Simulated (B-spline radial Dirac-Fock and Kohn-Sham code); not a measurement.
**Inner shells of Ir⁴⁺**

What does theory give for the Ir⁴⁺ ion? The session works out its X-ray form factor and Compton profile and the binding energy of each subshell.

Program: B-spline radial Dirac-Fock and Kohn-Sham code, version 3. Model: a free atom or ion on a radial basis; each step names its model. All values are calculated, but those marked as tabulated.

## 1. The atom as given

The Ir⁴⁺ ion, [Xe] 4f14 5d5, inside a Watson sphere of charge -4 and radius 1.6 Å (a model of the Madelung potential; inside it an electron's potential energy is raised by 36.0 eV).

| Property | Result |
| --- | --- |
| nuclear charge | 77 |
| electrons | 73 |
| mass number | 193 |
| nuclear rms radius | 5.4032 fm |

## 2. X-ray scattering functions

Model: Dirac-Fock average of configuration, finite nucleus; form factor of the spherical density, Waller-Hartree incoherent function, impulse-approximation Compton profiles.

Recorded inputs:

```ini
task = scatter
Z = 77
charge = 4
configuration = 1s2 2s2 2p6 3s2 3p6 3d10 4s2 4p6 4d10 4f14 5s2 5p6 5d5
mass_number = 193
rms_radius = 5.4032  # fm
s = [0.0, 0.05, 0.1, 0.15, 0.2, 0.25, 0.3, 0.35, 0.4, 0.45, 0.5, 0.6, 0.7, 0.8, 0.9, 1.0, 1.1, 1.2, 1.4, 1.6, 1.8, 2.0, 2.5, 3.0, 3.5, 4.0, 5.0, 6.0]  # 1/A
pz = [0, 0.1, 0.2, 0.3, 0.4, 0.5, 0.6, 0.8, 1.0, 1.2, 1.4, 1.6, 1.8, 2.0, 2.5, 3.0, 4.0, 5.0, 7.0, 10.0, 15.0, 20.0, 30.0, 40.0, 60.0, 100.0]  # a.u.
photon_energy = [1000, 2000, 5000, 10000, 17479.3, 50000, 200000, 500000]  # eV
watson_charge = -4  # e
watson_radius = 1.6  # A
```

Main fields of the result record, rounded:

```text
{
  "status": "converged",
  "form_factor [e]": [73.0, 72.395, 70.672, 68.069, 64.894, 61.444, 57.952, 54.576, 51.403, 48.466, 45.765, 40.992, 36.89, 33.296, 30.119, 27.319, 24.88, 22.787, 19.538, 17.285, 15.676, 14.416, 11.756, 9.3684, 7.4781, 6.1938, 4.8579, 4.1086],
  "incoherent": [1.2679e-11, 0.61169, 2.247, 4.4612, 6.8525, 9.2093, 11.477, 13.665, 15.785, 17.832, 19.79, 23.374, 26.481, 29.187, 31.611, 33.843, 35.927, 37.888, 41.498, 44.751, 47.653, 50.182, 54.98, 58.249, 60.665, 62.562, 65.356, 67.278],
  "compton_total [1/a.u.]": [7.3082, 7.3024, 7.2847, 7.2545, 7.2103, 7.1501, 7.0717, 6.8519, 6.5449, 6.1646, 5.7411, 5.3101, 4.9026, 4.5388, 3.8577, 3.435, 2.8631, 2.3295, 1.4635, 0.82283, 0.40667, 0.22532, 0.086149, 0.039967, 0.01264, 0.0025825],
  "shells": ["1s1/2", "2s1/2", "2p1/2", "2p3/2", "3s1/2", "3p1/2", "3p3/2", "3d3/2", "3d5/2", "4s1/2", "4p1/2", "4p3/2", "4d3/2", "4d5/2", "4f5/2", "4f7/2", "5s1/2", "5p1/2", "5p3/2", "5d3/2", "5d5/2"],
  "occupation": [2.0, 2.0, 2.0, 4.0, 2.0, 2.0, 4.0, 4.0, 6.0, 2.0, 2.0, 4.0, 4.0, 6.0, 6.0, 8.0, 2.0, 2.0, 4.0, 2.0, 3.0],
  "mean_momentum [a.u.]": [81.86, 29.234, 38.462, 33.611, 14.731, 17.579, 16.126, 19.391, 18.891, 7.5758, 8.5092, 7.8857, 8.6942, 8.4799, 8.6242, 8.5131, 3.1494, 3.3372, 3.0632, 2.7787, 2.6943],
  "r2 [bohr^2]": 33.255,
  "r_inverse [1/bohr]": 579.94,
  "r1 [bohr]": 35.672,
  "coherent [b]": [3470.0, 3269.9, 2439.9, 1479.7, 808.32, 190.09, 18.015, 3.2641],
  "incoherent_cross_section [b]": [0.51419, 1.7767, 6.3716, 12.723, 18.827, 28.932, 27.491, 20.601],
  "radial_jk": {
    "5d": {"j0": [1.0, 0.95431, 0.82919, 0.65487, 0.46722, 0.29596, 0.15879, 0.061482, 0.0011976, -0.029485, -0.039252, -0.025962, -0.001263, 0.017053, 0.025392, 0.025846, 0.02174, 0.01586, 0.0051929, -0.0004546, -0.0016938, -0.00059849, 0.003292, 0.0040121, 0.0027321, 0.0012384, -0.000321, -0.00052822], "j2": [0.0, 0.018095, 0.065653, 0.12615, 0.18131, 0.2181, 0.23138, 0.22285, 0.19826, 0.16456, 0.12798, 0.062793, 0.019687, -0.0016997, -0.0080092, -0.0060893, -0.00093331, 0.0044788, 0.011289, 0.012091, 0.0094561, 0.0059211, 0.00024326, -0.00030838, 0.00086406, 0.0018067, 0.0019959, 0.0012905], "j4": [0.0, 0.0001333, 0.0019315, 0.0083459, 0.021388, 0.040561, 0.063068, 0.085109, 0.10325, 0.11527, 0.12039, 0.11237, 0.089238, 0.061996, 0.037704, 0.019368, 0.00734, 0.00064941, -0.0023162, 0.00078572, 0.0044403, 0.0066206, 0.0058935, 0.0024876, 0.00037686, -0.00019663, 0.00047042, 0.0010524], "r2": 2.5377, "r4": 10.662, "r6": 72.605}
  }
}
```

Form factor and incoherent function, every second point:

| s (1/Å) | f (e) | f / N | S(s) |
| --- | --- | --- | --- |
| 0 | 73.00 | 1.000 | 0 |
| 0.100 | 70.67 | 0.968 | 2.247 |
| 0.200 | 64.89 | 0.889 | 6.852 |
| 0.300 | 57.95 | 0.794 | 11.48 |
| 0.400 | 51.40 | 0.704 | 15.78 |
| 0.500 | 45.77 | 0.627 | 19.79 |
| 0.700 | 36.89 | 0.505 | 26.48 |
| 0.900 | 30.12 | 0.413 | 31.61 |
| 1.10 | 24.88 | 0.341 | 35.93 |
| 1.40 | 19.54 | 0.268 | 41.50 |
| 1.80 | 15.68 | 0.215 | 47.65 |
| 2.50 | 11.76 | 0.161 | 54.98 |
| 3.50 | 7.478 | 0.102 | 60.66 |
| 5.00 | 4.858 | 0.067 | 65.36 |

## 3. Binding energies

Model: Dirac-Fock average of configuration, Delta-SCF, finite nucleus, first-order Breit with its frequency dependence, self-energy and vacuum polarisation.

Recorded inputs:

```ini
task = binding
```

Main fields of the result record, rounded:

```text
{
  "status": "converged",
  "shells": ["K", "L1", "L2", "L3", "M1", "M2", "M3", "M4", "M5", "N1", "N2", "N3", "N4", "N5", "N6", "N7", "O1", "O2", "O3", "O4,5"],
  "total_energy_parts [Ha]": [-17746.7278, 22.1307921, -2.34608045, -0.409076556, 16.338851, -3.07500968],
  "koopmans [eV]": [76621.8, 13555.4, 12958.0, 11327.4, 3245.03, 2978.8, 2616.62, 2178.03, 2100.53, 736.644, 623.326, 536.679, 350.724, 334.4, 96.1019, 92.8079, 126.343, 87.6447, 73.067, 21.2486],
  "dirac_coulomb [eV]": [76532.3, 13502.2, 12900.2, 11273.0, 3215.58, 2948.23, 2587.94, 2146.44, 2069.6, 725.025, 611.827, 526.343, 340.597, 324.657, 87.0443, 83.9544, 124.038, 85.6351, 71.4158, 20.3772],
  "gaunt [eV]": [-288.089, -31.9794, -54.9568, -37.3324, -5.78483, -10.2419, -6.61833, -4.4168, -2.98009, -1.17643, -2.13358, -1.2399, -0.577923, -0.274815, 0.172396, 0.289416, -0.179363, -0.301141, -0.150813, 3.5109e-06],
  "retardation [eV]": [21.5886, 2.71348, 5.86581, 5.86163, 0.479052, 1.06862, 1.07494, 0.44262, 0.429437, 0.105254, 0.234885, 0.22659, 0.0596204, 0.0571927, -0.043086, -0.0425351, 0.0140036, 0.0313085, 0.030325, 0.000682319],
  "breit_frequency [eV]": [4.99037, -0.420117, -0.0555798, 2.20413, -0.11103, -0.126366, 0.444988, -0.0456977, 0.00347306, -0.0296383, -0.0373244, 0.10194, -0.014016, -0.0027392, -0.00796453, -0.00673551, -0.00635582, -0.00754597, 0.0158072, -0.00154369],
  "self_energy [eV]": [-171.586, -25.2061, -0.45374, -1.95707, -5.82078, -0.230957, -0.495723, 0.407473, 0.197242, -1.42719, -0.0368218, -0.0986804, 0.0995851, 0.0555153, 0.0673976, 0.054304, -0.265298, -0.000461466, -0.00980739, 0.011462],
  "vacuum_polarisation [eV]": [34.0317, 4.7052, 0.248798, -0.164286, 1.05904, 0.0609496, -0.0452906, -0.0499207, -0.0473287, 0.260961, 0.0132806, -0.012843, -0.0125526, -0.0119353, -0.00766664, -0.00748075, 0.0488595, 0.00166866, -0.00287336, -0.00166274],
  "binding [eV]": [76133.2, 13452.1, 12850.8, 11241.7, 3205.4, 2938.76, 2582.3, 2142.78, 2067.21, 722.758, 609.867, 525.32, 340.152, 324.48, 87.2254, 84.2414, 123.65, 85.3589, 71.2984, 20.3862],
  "mean_radius [bohr]": [0.017439, 0.0729215, 0.0602481, 0.0685173, 0.189536, 0.179996, 0.195119, 0.170581, 0.175223, 0.42331, 0.427329, 0.459181, 0.47163, 0.48265, 0.525445, 0.532675, 0.985281, 1.06203, 1.14689, 1.50177]
}
```

total_energy_parts: Dirac-Coulomb, Gaunt, retardation, frequency dependence, self-energy, vacuum polarisation. 

Each level as Koopmans' value plus corrections (eV):

| level | -ε | relaxation | Breit | QED | binding |
| --- | --- | --- | --- | --- | --- |
| 1s | 76621.8 | -89.52 | -261.51 | -137.55 | 76133.2 |
| 2s | 13555.4 | -53.18 | -29.69 | -20.50 | 13452.1 |
| 2p1/2 | 12958.0 | -57.87 | -49.15 | -0.20 | 12850.8 |
| 2p3/2 | 11327.4 | -54.40 | -29.27 | -2.12 | 11241.7 |
| 3s | 3245.0 | -29.45 | -5.42 | -4.76 | 3205.4 |
| 3p1/2 | 2978.8 | -30.56 | -9.30 | -0.17 | 2938.8 |
| 3p3/2 | 2616.6 | -28.68 | -5.10 | -0.54 | 2582.3 |
| 3d3/2 | 2178.0 | -31.59 | -4.02 | 0.36 | 2142.8 |
| 3d5/2 | 2100.5 | -30.93 | -2.55 | 0.15 | 2067.2 |
| 4s | 736.6 | -11.62 | -1.10 | -1.17 | 722.8 |
| 4p1/2 | 623.3 | -11.50 | -1.94 | -0.02 | 609.9 |
| 4p3/2 | 536.7 | -10.34 | -0.91 | -0.11 | 525.3 |
| 4d3/2 | 350.7 | -10.13 | -0.53 | 0.09 | 340.2 |
| 4d5/2 | 334.4 | -9.74 | -0.22 | 0.04 | 324.5 |
| 4f5/2 | 96.10 | -9.06 | 0.12 | 0.06 | 87.23 |
| 4f7/2 | 92.81 | -8.85 | 0.24 | 0.05 | 84.24 |
| 5s | 126.3 | -2.31 | -0.17 | -0.22 | 123.6 |
| 5p1/2 | 87.64 | -2.01 | -0.28 | 0.00 | 85.36 |
| 5p3/2 | 73.07 | -1.65 | -0.10 | -0.01 | 71.30 |
| 5d | 21.25 | -0.87 | 0.00 | 0.01 | 20.39 |

Line energies follow by subtraction:

| line | energy (eV) |
| --- | --- |
| Kβ2' (K-N3) | 75607.9 |
| Kβ2'' (K-N2) | 75523.4 |
| Kβ1 (K-M3) | 73550.9 |
| Kβ3 (K-M2) | 73194.5 |
| Kα1 (K-L3) | 64891.6 |
| Kα2 (K-L2) | 63282.4 |
| Lγ4 (L1-O3) | 13380.8 |
| Lγ3 (L1-N3) | 12926.7 |
| Lγ2 (L1-N2) | 12842.2 |
| Lγ1 (L2-N4) | 12510.7 |
| Lγ5 (L2-N1) | 12128.1 |
| Lβ7 (L3-O1) | 11118.0 |
| Lβ2 (L3-N5) | 10917.2 |
| Lβ15 (L3-N4) | 10901.5 |

## 4. Results

| quantity | value |
| --- | --- |
| rms radius of the electron cloud | 0.675 bohr |
| form factor halves at | 0.71 1/Å |
| Compton profile at zero | 7.308 1/a.u. |
| deepest level listed, K (1s) | 76133.2 eV |
| least bound, O4,5 (5d) | 20.39 eV |
| Kα1 | 64891.6 eV |

What this shows: The form factor starts at the 73 electrons and halves by s = 0.71 1/Å. Incoherent scattering outweighs coherent from 200 keV on, among the energies asked. The K (1s) level lies 89.5 eV under Koopmans' value by relaxation alone; Breit gives -261.51 and QED -137.55 eV. The Hartree-Fock and Dirac-Fock values hold no electron correlation.
